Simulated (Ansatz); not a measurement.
Working through a check of PAW against all-electron LAPW of Rb3Pt, space group Pm-3m

With Ansatz 0.2.0 through its Python package.

Interactive session:
```pycon
>>> import ansatz as az
>>> import numpy as np
>>> from tabulate import tabulate
>>> XC = "pbesol"
>>> KMESH = (4, 4, 4)
>>> OCCUPATIONS = "methfessel_paxton"
>>> WIDTH_EV = 0.01
>>> MIXING_BETA = 0.4
>>> MAX_SCF = 80
>>> N_EMPTY = 16
>>> def count_gap(report):
...     # lowest empty less highest filled band, counting bands; zero where they overlap
...     return max(report.get("gap_by_band_count_ev") or 0.0, 0.0)
...
>>> rb3pt = (
...     az.Lattice.cubic(5.49879)
...     .space_group(221)
...     .atom("Rb", (0.0, 0.0, 0.5))
...     .atom("Pt", (0.5, 0.5, 0.5))
... )
>>> rb3pt.resolved().sites[-1]
Site(symbol='Pt', position=(0.5, 0.5, 0.5), moment=None, axis=None, held=None, saved=None)
>>> model = (
...     rb3pt.calculation()
...     .functional(XC)
...     .kpoints(*KMESH)
...     .occupations(OCCUPATIONS, width=WIDTH_EV)
...     .mixing("broyden", ndim=8, beta=MIXING_BETA)
...     .scf(max_iterations=MAX_SCF, extra_bands=N_EMPTY, lower_state_search="light")
...     .stress()
...     .forces()
...     .band_table()
... )
>>> variants = {
...     "PAW": model.pseudopotentials("paw"),
...     "LAPW": model.pseudopotentials("all_electron", lapw=True),
... }
>>> # totals differ by the cores that each treatment holds, so compare what does not depend on them
>>> rows = []
>>> for label, variant in variants.items():
...     data = variant.run().report
...     levels = np.array(data["eigenvalues_ev"][0]) - data["fermi_energy_ev"]
...     print(label, "levels at the first k-point near E_F:", np.round(levels[np.abs(levels) < 5], 3))
...     rows.append((label, data["n_electrons"], np.trace(data["stress_gpa"]) / 3, count_gap(data)))
...
DeckWarning: basis.ecutwfc = 420 eV, auto-derived from the records' recommended cutoffs: set by Rb (normal level)
PAW levels at the first k-point near E_F: [-3.111 -1.219 -1.219 -1.032 -1.032 -1.032 -0.372  2.83   2.83   3.017
  3.017  3.017  3.297  3.297  3.297]
LAPW levels at the first k-point near E_F: [-3.111 -1.219 -1.219 -1.032 -1.032 -1.032 -0.372  2.83   2.83   3.017
  3.017  3.017  3.297  3.297  3.297]
>>> print(tabulate(rows, headers=["treatment", "electrons in bands", "P GPa", "gap by band count eV"], floatfmt=".4f", tablefmt="simple"))
treatment      electrons in bands    P GPa    gap by band count eV
-----------  --------------------  -------  ----------------------
PAW                       45.0000  -1.1402                  0.0000
LAPW                     107.0000  -1.1411                  0.0000
```

PAW gives -1.140 GPa and LAPW -1.141 GPa, 0.001 GPa apart. They took 2.7 and 21.9 s of processor time.

Reading the output:
- The settings weren't tested for convergence.
- The mesh is modest for a metal, so energies can be off by several to tens of meV an atom and pressures by half a GPa or more; differences at equal mesh fare better.
- A gap by band count of zero or less means overlapping bands, a metal, and at an odd count of electrons it is no gap at all.
- The structure comes from a database of computed cells and needn't be a stable or known phase.
- Levels are Kohn-Sham eigenvalues on this mesh, without spin-orbit coupling.
- Warnings are shown shortened and without file and line.
- Pressure is positive in compression; the treatments may keep other shells as core, so totals and counts of electrons can differ.
- Run time: 25 s on 1 thread of Arm Neoverse V2, on a shared host, peak memory 0.52 GiB.

(A comment or docstring line of the script was reworded after the run, the code is as it ran; lines on the test bed's own set-up are left out of the output.)
